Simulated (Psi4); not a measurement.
# singlet InSiH3ClO+: levels of theory compared

Wanted: a comparison of 6 runs (BLYP/def2-SVP, PBE/def2-SVP, TPSS/def2-SVP, revPBE/def2-SVP, wB97M-V/def2-SVP, wB97X/def2-SVP) of singlet InSiH3ClO+. 

The calculation is run with Psi4 1.11.

### 1 Starting point

The species is InSiH3ClO+ (7 atoms), meant as a singlet with charge +1. SMILES of the parent species: `[SiH3][O][In][Cl]`. The shape is that of a PBE0-D4/def2-TZVP optimisation. This is one conformer, not always the lowest. That shape belongs to the parent species and isn't relaxed for this state.

Bond lengths: Si1–O2 1.634 Å, O2–In3 1.993 Å, In3–Cl4 2.351 Å, Si1–H5 1.491 Å, Si1–H6 1.486 Å, Si1–H7 1.491 Å. Angles: Si1–O2–In3 137.3°, O2–In3–Cl4 115.6°, O2–Si1–H5 111.6°, O2–Si1–H6 108.5°, O2–Si1–H7 111.6°, H5–Si1–H6 108.8°, H5–Si1–H7 107.5°, H6–Si1–H7 108.8°.

### 2 Energy and forces at BLYP/def2-SVP (core potential) (run 1)

Contents of clh3inosi.py:

```python
import psi4

psi4.set_memory('2200 MB')
psi4.set_num_threads(1)
psi4.set_output_file('run.log', False)

mol = psi4.geometry("""
1 1
Si
O 1 1.634307
In 2 1.993119 1 137.26934
Cl 3 2.350865 2 115.56496 1 -179.94052
H 1 1.491223 2 111.56215 3 -60.19969
H 1 1.486172 5 108.80765 2 119.72306
H 1 1.491165 6 108.80649 5 -116.83845
symmetry c1
no_reorient
no_com
""")

psi4.set_options({
    'basis': 'def2-SVP',
    'reference': 'rks',
    'puream': True,
    'e_convergence': 1e-09,
    'd_convergence': 1e-08,
    'scf_type': 'pk',
    'dft_radial_points': 99,
    'dft_spherical_points': 590,
})

e, wfn = psi4.gradient('blyp', molecule=mol, return_wfn=True)
print('gradient / Eh bohr^-1')
print(e.np.round(6))
print(f'energy = {wfn.energy():.10f} Eh')
```

The run is started by

```console
$ python clh3inosi.py
```

run.log:

```text
[...]
    !!!  WARNING: ECP capability is in beta. Please check occupations closely.  !!!
[...]
  Running in c1 symmetry.
[...]
  Nuclear repulsion =  283.742764124142354
[...]
  Multiplicity = 1
[...]
  Nalpha       = 31
  Nbeta        = 31
[...]
    Number of basis functions: 91
[...]
   @RKS iter   1: -1015.90808299883213   -4.52149e-01   9.21080e-03 DIIS/ADIIS
[...]
   @RKS iter  16: -1016.25023418664819   -2.61480e-12   2.15254e-09 DIIS
[...]
  @RKS Final Energy: -1016.25023418664819
   => Energetics <=
    Nuclear Repulsion Energy =            283.7427641241423544
    One-Electron Energy =               -2029.2462912203870928
    Two-Electron Energy =                 804.5217208756346281
    DFT Exchange-Correlation Energy =     -75.2684279660379616
    Empirical Dispersion Energy =           0.0000000000000000
    VV10 Nonlocal Energy =                  0.0000000000000000
    Total Energy =                      -1016.2502341866481856
[...]
 Multipole Moments:
 ------------------------------------------------------------------------------------
     Multipole            Electronic (a.u.)      Nuclear  (a.u.)        Total (a.u.)
 ------------------------------------------------------------------------------------
 L = 1.  Multiply by 2.5417464519 to convert [e a0] to [Debye]
 Dipole X            :          0.0249540           -0.0242448            0.0007093
 Dipole Y            :        -35.7945710           35.0371394           -0.7574316
 Dipole Z            :         26.6091755          -27.4518571           -0.8426816
 Magnitude           :                                                    1.1330558
[...]
  -Total Gradient:
     Atom            X                  Y                   Z
    ------   -----------------  -----------------  -----------------
       1       -0.000048448520     0.012769444014     0.058102513625
       2        0.000004029723     0.002632995783    -0.037112314915
       3        0.000013124241    -0.013223527763    -0.013151675064
       4       -0.000006581881     0.008512629202    -0.000014052169
       5       -0.003713613121    -0.000362752011    -0.001645521276
       6        0.000014730018    -0.010055822711    -0.004540268440
       7        0.003736828792    -0.000344439846    -0.001634632515
[...]
```

The script printed:

```text
gradient / Eh bohr^-1
[[-4.8000e-05  1.2769e-02  5.8103e-02]
 [ 4.0000e-06  2.6330e-03 -3.7112e-02]
 [ 1.3000e-05 -1.3224e-02 -1.3152e-02]
 [-7.0000e-06  8.5130e-03 -1.4000e-05]
 [-3.7140e-03 -3.6300e-04 -1.6460e-03]
 [ 1.5000e-05 -1.0056e-02 -4.5400e-03]
 [ 3.7370e-03 -3.4400e-04 -1.6350e-03]]
energy = -1016.2502341866 Eh
```

Wall time 14 s (1 thread of Intel Xeon 6975P-C (Granite Rapids), shared host); peak memory 1.1 GiB.

### 3 A single-point energy at PBE/def2-SVP (core potential) (run 2)

Contents of clh3inosi.json:

```json
{
  "schema_name": "qcschema_input",
  "schema_version": 1,
  "molecule": {
    "schema_name": "qcschema_molecule",
    "schema_version": 2,
    "symbols": ["Si", "O", "In", "Cl", "H", "H", "H"],
    "geometry": [0.03136945, 2.16298052, 0.8707858, 0.38493721, -0.83450306, 0.21637364, -0.82694415, -3.25656503, -2.40108601, 0.62493243, -7.43267079, -1.96758284, 0.9376821, 3.79740465, -1.23833753, 1.51877289, 2.75484274, 3.17833037, -2.6709389, 2.80832199, 1.34151658],
    "molecular_charge": 1,
    "molecular_multiplicity": 1,
    "fix_symmetry": "c1",
    "fix_com": true,
    "fix_orientation": true
  },
  "driver": "energy",
  "model": {
    "method": "pbe",
    "basis": "def2-SVP"
  },
  "keywords": {
    "puream": true,
    "e_convergence": 1e-09,
    "d_convergence": 1e-08,
    "scf_type": "pk",
    "dft_radial_points": 99,
    "dft_spherical_points": 590,
    "scf_properties": ["WIBERG_LOWDIN_INDICES", "LOWDIN_CHARGES", "MULLIKEN_CHARGES"]
  }
}
```

The run is started by

```console
$ psi4 --qcschema clh3inosi.json -n 1 --memory 2200MB
```

stdout:

```text
[...]
    !!!  WARNING: ECP capability is in beta. Please check occupations closely.  !!!
[...]
  Running in c1 symmetry.
[...]
  Nuclear repulsion =  283.742748805368592
[...]
  Multiplicity = 1
[...]
  Nalpha       = 31
  Nbeta        = 31
[...]
    Number of basis functions: 91
[...]
   @RKS iter   1: -1015.55187210951226   -5.14358e-01   9.12691e-03 ADIIS/DIIS
[...]
   @RKS iter  16: -1015.88806976593980   -2.04636e-12   1.95417e-09 DIIS
[...]
  @RKS Final Energy: -1015.88806976593980
   => Energetics <=
    Nuclear Repulsion Energy =            283.7427488053685920
    One-Electron Energy =               -2029.2770941298047092
    Two-Electron Energy =                 804.5395297493655562
    DFT Exchange-Correlation Energy =     -74.8932541908692144
    Empirical Dispersion Energy =           0.0000000000000000
    VV10 Nonlocal Energy =                  0.0000000000000000
    Total Energy =                      -1015.8880697659398038
[...]
 Multipole Moments:
 ------------------------------------------------------------------------------------
     Multipole            Electronic (a.u.)      Nuclear  (a.u.)        Total (a.u.)
 ------------------------------------------------------------------------------------
 L = 1.  Multiply by 2.5417464519 to convert [e a0] to [Debye]
 Dipole X            :          2.5093609           -3.4377898           -0.9284289
 Dipole Y            :        159.7931598         -161.7769969           -1.9838371
 Dipole Z            :         64.6127475          -66.6682147           -2.0554673
 Magnitude           :                                                    3.0037536
[...]
  Mulliken Charges: (a.u.)
   Center  Symbol    Alpha    Beta     Spin     Total
       1    SI     6.76859  6.76859  0.00000  0.46282
       2     O     4.21789  4.21789  0.00000 -0.43578
       3    IN    10.00916 10.00916  0.00000  0.98167
       4    CL     8.49546  8.49546  0.00000  0.00909
       5     H     0.51225  0.51225  0.00000 -0.02449
       6     H     0.48438  0.48438  0.00000  0.03123
       7     H     0.51227  0.51227  0.00000 -0.02455
   Total alpha = 31.00000, Total beta = 31.00000, Total charge =  1.00000
  Lowdin Charges: (a.u.)
[...]
```

The result, in JSON:

```text
{
 "driver": "energy",
 "model": {
  "method": "pbe",
  "basis": "def2-SVP"
 },
 "success": true,
 "return_result": -1015.8880697659398,
 "properties": {
  "calcinfo_nbasis": 91,
  "calcinfo_nmo": 91,
  "calcinfo_nalpha": 31,
  "calcinfo_nbeta": 31,
  "calcinfo_natom": 7,
  "nuclear_repulsion_energy": 283.7427488053686,
  "return_energy": -1015.8880697659398,
  "scf_one_electron_energy": -2029.2770941298047,
  "scf_two_electron_energy": 804.5395297493656,
  "scf_xc_energy": -74.89325419086921,
  "scf_dipole_moment": [-0.9284288552141335, -1.98383709946242, -2.0554672863224823],
  "scf_total_energy": -1015.8880697659398,
  "scf_iterations": 16
 }
}
```

Run time: 12 s. Hardware: 1 thread of Intel Xeon 6975P-C (Granite Rapids), shared host; peak memory 1.1 GiB.

Run 3 isn't shown in full; the table further down has it.

### 4 A single-point energy at revPBE/def2-SVP (core potential) (run 4)

Contents of clh3inosi.py:

```python
import psi4

psi4.set_memory(2200000000)
psi4.set_num_threads(1)
psi4.core.set_output_file('psi4.out', False)

mol = psi4.geometry("""
1 1
Si     0.03136945     2.16298052     0.87078580
O      0.38493721    -0.83450306     0.21637364
In    -0.82694415    -3.25656503    -2.40108601
Cl     0.62493243    -7.43267079    -1.96758284
H      0.93768210     3.79740465    -1.23833753
H      1.51877289     2.75484274     3.17833037
H     -2.67093890     2.80832199     1.34151658
units au
symmetry c1
no_reorient
no_com
""")

options = {'basis': 'def2-SVP', 'puream': True, 'e_convergence': 1e-09, 'd_convergence': 1e-08, 'scf_type': 'pk', 'dft_radial_points': 99, 'dft_spherical_points': 590}
psi4.set_options(options)

energy_value, wavefunction = psi4.energy('revpbe', return_wfn=True)
psi4.oeprop(wavefunction, 'MAYER_INDICES', 'QUADRUPOLE', 'LOWDIN_CHARGES', title='REVPBE')
print('E =', round(energy_value, 9))
```

The run is started by

```console
$ python clh3inosi.py
```

psi4.out:

```text
[...]
    !!!  WARNING: ECP capability is in beta. Please check occupations closely.  !!!
[...]
  Running in c1 symmetry.
[...]
  Nuclear repulsion =  283.742748805368592
[...]
  Multiplicity = 1
[...]
  Nalpha       = 31
  Nbeta        = 31
[...]
    Number of basis functions: 91
[...]
   @RKS iter   1: -1015.86234726480120   -5.35273e-01   9.02889e-03 DIIS/ADIIS
[...]
   @RKS iter  16: -1016.19076837341197   -6.82121e-13   1.39405e-09 DIIS
[...]
    Orbital Energies [Eh]
    ---------------------
    Doubly Occupied:
       1A   -100.864169     2A    -65.603565     3A    -18.999576
       4A     -9.384909     5A     -7.210924     6A     -7.199116
       7A     -7.198919     8A     -5.247583     9A     -4.759004
      10A     -3.659184    11A     -3.655206    12A     -3.654466
      13A     -3.202658    14A     -3.200627    15A     -3.196191
      16A     -1.091774    17A     -0.981871    18A     -0.963498
      19A     -0.962606    20A     -0.960760    21A     -0.953304
      22A     -0.910870    23A     -0.670345    24A     -0.594630
      25A     -0.544850    26A     -0.530680    27A     -0.522566
      28A     -0.475971    29A     -0.474254    30A     -0.455902
      31A     -0.438682
[...]
  @RKS Final Energy: -1016.19076837341197
   => Energetics <=
    Nuclear Repulsion Energy =            283.7427488053685920
    One-Electron Energy =               -2029.2926777017714812
    Two-Electron Energy =                 804.5730099727728657
    DFT Exchange-Correlation Energy =     -75.2138494497819465
    Empirical Dispersion Energy =           0.0000000000000000
    VV10 Nonlocal Energy =                  0.0000000000000000
    Total Energy =                      -1016.1907683734119701
[...]
 Multipole Moments:
 ------------------------------------------------------------------------------------
     Multipole            Electronic (a.u.)      Nuclear  (a.u.)        Total (a.u.)
 ------------------------------------------------------------------------------------
 L = 1.  Multiply by 2.5417464519 to convert [e a0] to [Debye]
 Dipole X            :          2.4856873           -3.4377898           -0.9521025
 Dipole Y            :        159.7704067         -161.7769969           -2.0065902
 Dipole Z            :         64.5709464          -66.6682147           -2.0972684
 Magnitude           :                                                    3.0547402
 L = 2.  Multiply by 1.3450342976 to convert [e a0^2] to [Debye ang]
 Quadrupole XX       :        -67.7631929           32.5187816          -35.2444112
 Quadrupole XY       :         26.7807672          -23.7866906            2.9940766
[...]
```

Standard output:

```text
E = -1016.190768373
```

Wall time 14 s (1 thread of Intel Xeon 6975P-C (Granite Rapids), shared host); peak memory 1.1 GiB.

Run 5 isn't shown in full; the table further down has it.

### 5 Energy and gradient at wB97X/def2-SVP (core potential) (run 6)

Contents of calc.in:

```
memory 2200 MB

molecule mol {
  1 1
  Si
  O 1 r2
  In 2 r3 1 a3
  Cl 3 r4 2 a4 1 d4
  H 1 r5 2 a5 3 d5
  H 1 r6 5 a6 2 d6
  H 1 r7 6 a7 5 d7

  r2 = 1.634307
  r3 = 1.993119
  a3 = 137.26934
  r4 = 2.350865
  a4 = 115.56496
  d4 = -179.94052
  r5 = 1.491223
  a5 = 111.56215
  d5 = -60.19969
  r6 = 1.486172
  a6 = 108.80765
  d6 = 119.72306
  r7 = 1.491165
  a7 = 108.80649
  d7 = -116.83845
  units angstrom
  symmetry c1
}

set puream true
set e_convergence 1e-09
set d_convergence 1e-08
set scf_type pk
set dft_radial_points 99
set dft_spherical_points 590

gradient('wb97x/def2-SVP')
```

The run is started by

```console
$ psi4 calc.in calc.out -n 1
```

calc.out:

```text
[...]
    !!!  WARNING: ECP capability is in beta. Please check occupations closely.  !!!
[...]
  Running in c1 symmetry.
[...]
  Nuclear repulsion =  283.742764124142354
[...]
  Multiplicity = 1
[...]
  Nalpha       = 31
  Nbeta        = 31
[...]
    Number of basis functions: 91
[...]
   @RKS iter   1: -1016.00930680801798   -1.09044e+00   7.98151e-03 DIIS/ADIIS
[...]
   @RKS iter  15: -1016.30241082108557   -5.45697e-12   3.84514e-09 DIIS
[...]
  @RKS Final Energy: -1016.30241082108557
   => Energetics <=
    Nuclear Repulsion Energy =            283.7427641241423544
    One-Electron Energy =               -2029.0811621455954992
    Two-Electron Energy =                 784.5978220021344214
    DFT Exchange-Correlation Energy =     -55.5618348017669632
    Empirical Dispersion Energy =           0.0000000000000000
    VV10 Nonlocal Energy =                  0.0000000000000000
    Total Energy =                      -1016.3024108210855729
[...]
 Multipole Moments:
 ------------------------------------------------------------------------------------
     Multipole            Electronic (a.u.)      Nuclear  (a.u.)        Total (a.u.)
 ------------------------------------------------------------------------------------
 L = 1.  Multiply by 2.5417464519 to convert [e a0] to [Debye]
 Dipole X            :          0.0255047           -0.0242448            0.0012600
 Dipole Y            :        -36.5159882           35.0371394           -1.4788488
 Dipole Z            :         27.1244709          -27.4518571           -0.3273862
 Magnitude           :                                                    1.5146541
[...]
  -Total Gradient:
     Atom            X                  Y                   Z
    ------   -----------------  -----------------  -----------------
       1       -0.000025076226    -0.000961944077     0.063571792093
       2       -0.000007362864     0.028351418290    -0.056372005826
       3        0.000039582493    -0.046832981727    -0.010116861304
       4       -0.000028554561     0.019530301874     0.018618165832
       5       -0.000440359934     0.000827470101    -0.004795774188
       6        0.000001376320    -0.001220120128    -0.006277165776
       7        0.000459912158     0.000839526216    -0.004785974850
[...]
```

Wall time 22 s (1 thread of Intel Xeon 6975P-C (Granite Rapids), shared host); peak memory 1.2 GiB.

### 6 All runs side by side

| run | level | task | energy (Eh) | HOMO energy (eV) | LUMO energy (eV) | HOMO–LUMO gap (eV) | wall time |
| --- | --- | --- | --- | --- | --- | --- | --- |
| 1 | BLYP/def2-SVP (core potential) | gradient | -1016.250234 | -11.87 | -11.31 | 0.56 | 14 s |
| 2 | PBE/def2-SVP (core potential) | energy | -1015.888070 | -11.97 | -11.40 | 0.57 | 12 s |
| 3 | TPSS/def2-SVP (core potential) | energy | -1016.295364 | -12.18 | -11.40 | 0.78 | 29 s |
| 4 | revPBE/def2-SVP (core potential) | energy | -1016.190768 | -11.94 | -11.33 | 0.60 | 14 s |
| 5 | wB97M-V/def2-SVP (core potential) | energy | -1016.174083 | -15.25 | -9.12 | 6.13 | 95 s |
| 6 | wB97X/def2-SVP (core potential) | gradient | -1016.302411 | -15.50 | -9.20 | 6.29 | 22 s |

### 7 What came out

| quantity | value |
| --- | --- |
| run 6: total energy | -1016.30241 Eh |
| run 6: HOMO energy | -15.50 eV |
| run 6: LUMO energy | -9.20 eV |
| run 6: HOMO–LUMO gap | 6.29 eV |
| run 6: largest force on an atom | 3.269 eV/Å |

**Reading.** The HOMO–LUMO gap runs from 0.56 eV (BLYP/def2-SVP) to 6.29 eV (wB97X/def2-SVP). Totals of different functionals can't be ranked against each other. All runs together took 3.1 min, the longest 95 s.
